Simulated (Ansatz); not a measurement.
# ZrC: stress in a strained cell

Aim: deform ZrC (zz strain of +1 %) and compute stress, forces and field gradients with LAPW, PAW and all-electron datasets made for the crystal.

Computed with Ansatz 0.2.0 (DFT PBEsol, scalar-relativistic, unless a step's input says otherwise).

## Step 1: Starting point

The structure is cubic, space group Fm-3m (No. 225). Conventional cell: a = 4.700 Å, b = 4.700 Å, c = 4.700 Å, α = 90.00°, β = 90.00°, γ = 90.00°. Around Zr (site symmetry m-3m) lie 6 C at 2.35 Å. C (site symmetry m-3m) is surrounded by 6 Zr at 2.35 Å.

Coordinates:

```
CELL_PARAMETERS angstrom
0.00000 2.35021 2.35021
2.35021 0.00000 2.35021
2.35021 2.35021 0.00000
ATOMIC_POSITIONS crystal
Zr 0.50000 0.50000 0.50000
C 0.00000 0.00000 0.00000
```

Atoms are numbered in the order of the input: Zr1, C2.

## Step 2: After the deformation

Space group Fm-3m before, I4/mmm after.

## Step 3: All-electron LAPW

The input, input.yaml:

```yaml
crystal:
  lattice:
    - [0.0, 2.35021, 2.3737121]
    - [2.35021, 0.0, 2.3737121]
    - [2.35021, 2.35021, 0.0]
  atoms:
    - { symbol: Zr, position: [0.5, 0.5, 0.5] }
    - { symbol: C, position: [0.0, 0.0, 0.0] }
kpoints:
  mp_grid: { grid: [15, 15, 15] }
  band_path:
    path:
      - [0.0, 0.0, 0.0]
      - [0.0, 0.5, 0.5]
      - [0.25, 0.75, 0.5]
      - [0.0, 0.5, 0.0]
      - [0.0, 0.0, 0.0]
      - [0.5, 0.5, 0.0]
      - [0.3725370062, 0.6274629938, 0.0]
      - [-0.3725370062, 0.3725370062, 0.0]
      - [0.0, 0.0, 0.0]
    npoints: 5
scf:
  occupations: { method: fermi_dirac, width: 0.05 }
hamiltonian:
  xc: pbesol
  pseudopotentials: { kind: all_electron, lapw: { basis_error: 0.0005 } }
output:
  forces: true
  stress: true
  eigenvalues: true
```

On the command line:

```console
$ ansatz run input.yaml --threads 1 --pin off --max-ram 3072MiB --backend cpu --events-out ev --progress --plain --runs-dir out
```

## Step 4: PAW with frozen cores

The input, input.yaml:

```yaml
crystal:
  lattice:
    - [0.0, 2.35021, 2.3737121]
    - [2.35021, 0.0, 2.3737121]
    - [2.35021, 2.35021, 0.0]
  atoms:
    - { symbol: Zr, position: [0.5, 0.5, 0.5] }
    - { symbol: C, position: [0.0, 0.0, 0.0] }
kpoints:
  mp_grid: { grid: [15, 15, 15] }
scf:
  occupations: { method: fermi_dirac, width: 0.05 }
hamiltonian:
  xc: pbesol
  pseudopotentials: { kind: paw }
output:
  forces: true
  stress: true
  eigenvalues: true
  efg: { contact_densities: true }
  write_density: true
  write_potential: true
  elf: true
  volumetric_format: npy
```

## Step 5: All-electron PAW on datasets made for the crystal

Edit input.yaml of step 4 so:

```diff
@@ -14,3 +14,3 @@
   xc: pbesol
-  pseudopotentials: { kind: paw }
+  pseudopotentials: { kind: all_electron, datasets: crystal }
 output:
@@ -20,5 +20 @@
   efg: { contact_densities: true }
-  write_density: true
-  write_potential: true
-  elf: true
-  volumetric_format: npy
```

(Steps that only read results are left out.)

What does the calculation give? Wanted: pressure; largest shear or deviatoric stress.

The runs gave:

| quantity | value |
| --- | --- |
| pressure | LAPW -6.61, PAW -6.66, crystal datasets -6.61 GPa |
| largest shear or deviatoric stress (LAPW) | 2.21 GPa |

In words: The largest part of the stress beyond the pressure is 2.21 GPa in size, in the zz component; the atoms are carried along and not relaxed. No run of the undeformed cell stands beside it, so the pressure holds what the given cell had before the change. PAW: stress within 0.06 GPa of LAPW. Crystal datasets: stress within 0.01 GPa of LAPW.
